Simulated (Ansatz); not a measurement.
# ScSi2: the cost of one run

Method: DFT PBE, scalar-relativistic, plane waves, PAW, in Ansatz 0.2.0.

1 further run of the same task is left out (it didn't finish).

## 1. The structure to begin with

Symmetry: P3m1, No. 156, trigonal system. Conventional cell: a = 3.385 Å, b = 3.385 Å, c = 18.000 Å, α = 90.00°, β = 90.00°, γ = 120.00°. Sc (site symmetry 3m) is surrounded by 3 Si at 2.34 Å. Si (site symmetry 3m) is surrounded by 3 Sc at 2.34 Å. Si (site symmetry 3m) has 3 Si at 2.75 Å as nearest neighbours.

Structure file:

```cif
data_structure
_symmetry_space_group_name_H-M 'P 1'
_symmetry_Int_Tables_number 1
_cell_length_a 3.3846
_cell_length_b 3.3846
_cell_length_c 18.0000
_cell_angle_alpha 90.000
_cell_angle_beta 90.000
_cell_angle_gamma 120.000
_cell_volume 178.58
loop_
_atom_site_label
_atom_site_type_symbol
_atom_site_fract_x
_atom_site_fract_y
_atom_site_fract_z
_atom_site_occupancy
Sc1 Sc 0.00000 0.00000 0.58959 1
Si1 Si 0.66667 0.33333 0.51803 1
Si2 Si 0.00000 0.00000 0.41041 1
```

Recipe of the guess: random sheet by layer group and Wyckoff sites. Lengths come from tabulated atomic sizes and are only a guess.

Only a and b are periodic; c spans vacuum, so the box's volume, pressure and space group aren't properties of the sheet.

## 2. Probe: one point on a coarse mesh

The input, input.yaml:

```yaml
crystal:
  lattice:
    - [3.384631, 0.0, 0.0]
    - [-1.692315, 2.931176, 0.0]
    - [0.0, 0.0, 18.0]
  atoms:
    - { symbol: Sc, position: [0.0, 0.0, 0.58959179] }
    - { symbol: Si, position: [0.66666667, 0.33333333, 0.51803087] }
    - { symbol: Si, position: [0.0, 0.0, 0.41040821] }
  periodic: [true, true, false]
basis:
  ecutwfc: 420
kpoints:
  mp_grid: { grid: [6, 6, 1] }
hamiltonian:
  xc: pbe
scf:
  occupations: { method: gaussian, width: 0.1 }
  lower_state_search: "off"
output:
  forces: true
  stress: true
  eigenvalues: true
```

Run with:

```bash
ansatz run input.yaml --threads 1 --pin off --max-ram 2560MiB --backend cpu --events-out ev --progress --plain --runs-dir out
```

What time and memory should one allow on 1 thread of Intel Xeon at 2.70GHz, shared host?

About 7.8 s, with a peak of 0.43 GiB.
